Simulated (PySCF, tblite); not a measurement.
# C7H11NSi2: geometry, infrared bands and NMR shifts

Aim: predict the infrared bands and NMR shifts of C7H11NSi2 (`C#CCC(=C)[SiH2]N[SiH2]C#C`).

Computed with tblite 0.8.0 and PySCF 2.14.0, with density-fitted response routines of our own, on a single molecule in the gas phase. Atoms are numbered from 0 throughout.

### Step 1. The starting structure

21 atoms, charge 0, multiplicity 1; geometry from: force field or distance geometry start.

Bonds of the start (Å): C0–C1 1.20, C1–C2 1.48, C2–C3 1.51, C3–C4 1.33, C3–Si5 1.87, Si5–N6 1.70, N6–Si7 1.70, Si7–C8 1.87, C8–C9 1.19, C0–H10 1.07, C2–H11 1.11, C2–H12 1.10, C4–H13 1.09, C4–H14 1.09, Si5–H15 1.48, Si5–H16 1.49, N6–H17 1.01, Si7–H18 1.48, Si7–H19 1.48, C9–H20 1.07.

### Step 2. Geometry optimisation with GFN2-xTB

Job settings and geometry (Å):

```
{"job": {"kind": "relax", "xc": "GFN2-xTB", "basis": "xTB"}, "charge": 0, "multiplicity": 1}
C     -3.227900    -1.368200    -1.598700
C     -3.066500    -0.605100    -0.690400
C     -2.843200     0.311800     0.448800
C     -1.478200     0.948300     0.374100
C     -1.291100     2.198700    -0.051400
Si    -0.081500    -0.114100     1.023600
N      1.284100     0.183200     0.059100
Si     2.560900    -0.818100     0.558000
C      4.018700    -0.527300    -0.575600
C      4.942000    -0.327700    -1.303200
H     -3.394900    -2.035000    -2.415300
H     -3.627100     1.093000     0.410000
H     -3.010600    -0.200700     1.410700
H     -2.114600     2.804700    -0.418400
H     -0.309100     2.672300    -0.087400
H     -0.449400    -1.541100     0.941300
H      0.213300     0.262600     2.431900
H      1.052500    -0.029600    -0.903300
H      2.122800    -2.230400     0.428700
H      2.921600    -0.520800     1.964300
H      5.769300    -0.139700    -1.951700
```

The run is started by

```bash
$ OMP_NUM_THREADS=1 python probes_run.py task.json out
```

This one command runs all jobs of the session in turn.

**Question.** This job is followed by: GFN2-xTB harmonic vibrations, gas phase; GIAO PBE0/pcSseg-1 NMR shielding, non-relativistic, gas phase. Predict these results of the whole session: strongest single infrared mode (GFN2-xTB); zero-point energy (GFN2-xTB); 13C shifts against TMS (PBE0/pcSseg-1); 1H shifts against TMS (PBE0/pcSseg-1, means over atoms taken as alike); 29Si shifts against TMS (PBE0/pcSseg-1); 15N shifts against NH3 (PBE0/pcSseg-1); surface potential, 1st and 99th percentile.

**Answer**, as computed:

```
                                                              quantity                                                value
                             strongest single infrared mode (GFN2-xTB)                                2197 cm⁻¹, 678 km/mol
                                          zero-point energy (GFN2-xTB)                                        90.8 kcal/mol
                                13C shifts against TMS (PBE0/pcSseg-1)      152.3, 135.7, 102.7, 88.4, 86.9, 77.5, 30.9 ppm
1H shifts against TMS (PBE0/pcSseg-1, means over atoms taken as alike)  6.25, 5.98, 5.14, 5.12, 3.12, 1.94, 1.52, -0.16 ppm
                               29Si shifts against TMS (PBE0/pcSseg-1)                                     -44.8, -58.1 ppm
                                15N shifts against NH3 (PBE0/pcSseg-1)                                              8.0 ppm
                                 surface potential, 1st and 99th percentile                                   -0.81 V and 1.50 V
```

In words: Over 130 steps the energy fell by 0.457 eV; of the close pairs, N6–Si7 changed most, 1.698 to 1.734 Å. All 57 modes are real, so the xTB geometry is a minimum. The strongest single mode, at 2197 cm⁻¹, is spread over several atoms, H16, H18, H15 among them. GFN2-xTB is a fitted tight-binding method: band positions and strengths are rough. Its intensities can rank the bands wrongly. The most deshielded carbon is C3 (fully substituted alkene carbon), at 152.3 ppm: the olefinic region. At PBE0/pcSseg-1, counted by nearest atom on the grid, the HOMO lies on N6 51 %; H15 11 %, the LUMO on C3, C4 about 22 % each; Si5 7 %.
